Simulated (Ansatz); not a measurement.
**C2H5NSi: a ladder of functionals and wavefunction methods**

How much do the methods differ for C2H5NSi? The plan is to run it at one geometry with functionals of several rungs and with coupled cluster, and see how far each lands from CCSD(T) at the basis-set limit for the atomisation energy.

Program: Ansatz 0.2.0, Gaussian basis. Level of theory: functionals in def2-TZVPP, the program's frozen cores in correlated methods. These are calculated values, not measurements.

Levels to be run: LDA (SPW92), PBE-D4, revPBE-D4, BLYP-D4, r2SCAN-D4, B97M-V, PBE0-D4, B3LYP-D4, r2SCANh-D4, r2SCAN0-D4, HSE06-D4, BHLYP-D4, CAM-B3LYP-D4, LC-ωPBE, ωB97X-V, ωB97M-V, B2PLYP, PBE-QIDH; CCSD(T)/def2-SVP; CCSD(T)/def2-TZVPP; MP2/def2-QZVPP; extrapolation to the limit; RPA on PBE.

## (1) The relaxed structure

The geometry comes from an earlier relaxation with PBE0-D4 in a triple-zeta def2 set; it is a stationary point, not always the lowest conformer.

9 atoms, charge 0, spin multiplicity 1.

Atoms are counted from 1 here; the program's logs count them from 0.

Bond lengths: Si1–C2 1.869 Å, Si1–H5 1.489 Å, Si1–H6 1.486 Å, Si1–H7 1.487 Å, C2–C3 1.453 Å, C2–N4 1.561 Å, C2–H8 1.091 Å, C3–N4 1.241 Å, C3–H9 1.083 Å. Angles: C2–Si1–H5 109.8°, C2–Si1–H6 108.9°, C2–Si1–H7 110.8°, H5–Si1–H6 109.4°, H5–Si1–H7 108.3°, H6–Si1–H7 109.6°, Si1–C2–C3 123.5°, Si1–C2–N4 118.4°, Si1–C2–H8 117.3°, C3–C2–N4 48.5°, C3–C2–H8 116.6°, N4–C2–H8 113.5°, C2–C3–N4 70.3°, C2–C3–H9 150.3°, N4–C3–H9 139.4°, C2–N4–C3 61.2°.

## (2) LDA

This LDA is Slater exchange with PW92 correlation.

File in.yaml:

```yaml
crystal:
  periodic: [false, false, false]
  atoms:
    - {symbol: Si, position_ang: [-0.493321, 0.904974, -0.752896]}
    - {symbol: C, position_ang: [0.326393, -0.645048, -0.106496]}
    - {symbol: C, position_ang: [0.442887, -0.960599, 1.307319]}
    - {symbol: N, position_ang: [1.516090, -0.495381, 0.892457]}
    - {symbol: H, position_ang: [-1.833969, 0.573222, -1.308825]}
    - {symbol: H, position_ang: [-0.647884, 1.871308, 0.365692]}
    - {symbol: H, position_ang: [0.319871, 1.521054, -1.834381]}
    - {symbol: H, position_ang: [0.447261, -1.474664, -0.804340]}
    - {symbol: H, position_ang: [0.011172, -1.341167, 2.224469]}
basis:
  gaussian: {orbitals: def2-TZVPP}
hamiltonian: {xc: lda}
output: {orbitals: {seedname: orbitals}}
```

Started as:

```bash
> ansatz run in.yaml --threads 2 --pin off --events-out ev --progress --plain --max-ram 4352MiB
```

Further steps of the session: PBE-D4 (GGA); revPBE-D4 (GGA); BLYP-D4 (GGA); r2SCAN-D4 (meta-GGA); B97M-V (meta-GGA); B3LYP-D4 (hybrid); r2SCANh-D4 (hybrid); r2SCAN0-D4 (hybrid); HSE06-D4 (hybrid); BHLYP-D4 (hybrid); CAM-B3LYP-D4 (range-separated); LC-ωPBE (range-separated); ωB97X-V (range-separated); ωB97M-V (range-separated); B2PLYP (double hybrid); PBE-QIDH (double hybrid); CCSD(T) in def2-SVP; CCSD(T) in def2-TZVPP; MP2 in def2-QZVPP; RPA on PBE orbitals.

Q: Predict the results of all the runs planned. Wanted: atomisation energy, CCSD(T)/CBS; farthest beyond LDA; mean size of error, GGA; mean size of error, meta-GGA; mean size of error, hybrid; mean size of error, range-separated; mean size of error, double hybrid; gap, smallest and largest; T1 diagnostic.

The runs gave:

| quantity | value |
| --- | --- |
| atomisation energy, CCSD(T)/CBS | 33.609 eV |
| functionals within 0.168 eV (0.5 %) | revPBE-D4, r2SCAN-D4, B3LYP-D4, LC-ωPBE |
| farthest beyond LDA | BHLYP-D4 (-1.075 eV) |
| mean size of error, GGA | 0.455 eV |
| mean size of error, meta-GGA | 0.109 eV |
| mean size of error, hybrid | 0.399 eV |
| mean size of error, range-separated | 0.172 eV |
| mean size of error, double hybrid | 0.247 eV |
| gap, smallest and largest | 4.62 eV (LDA (SPW92)), 12.41 eV (LC-ωPBE) |
| T1 diagnostic | 0.0124 |
| triples share of the correlation energy | 4.5 % |

LDA overbinds by 5.096 eV (15 %). PBE-D4 misses by +0.976 eV. Double hybrids carry the basis error of their MP2 part in triple zeta, and no dispersion term here, so their miss is partly the set-up's. By mean error the best rung here is meta-GGA (0.109 eV) and the worst beyond LDA is GGA (0.455 eV). The gap between the best rungs is small, so their order is not settled. The reference freezes the cores and leaves out relativity and excitations past (T), so misses under about 0.168 eV can't be ranked. Hartree-Fock recovers 69 % of the binding; the rest is correlation. CCSD(T) in def2-SVP is off by -1.887 eV, worse than the median functional, from the basis alone. Orbital gaps span 4.6 to 12.4 eV; exact exchange widens them. The restricted reference is unstable towards a spin-broken one.
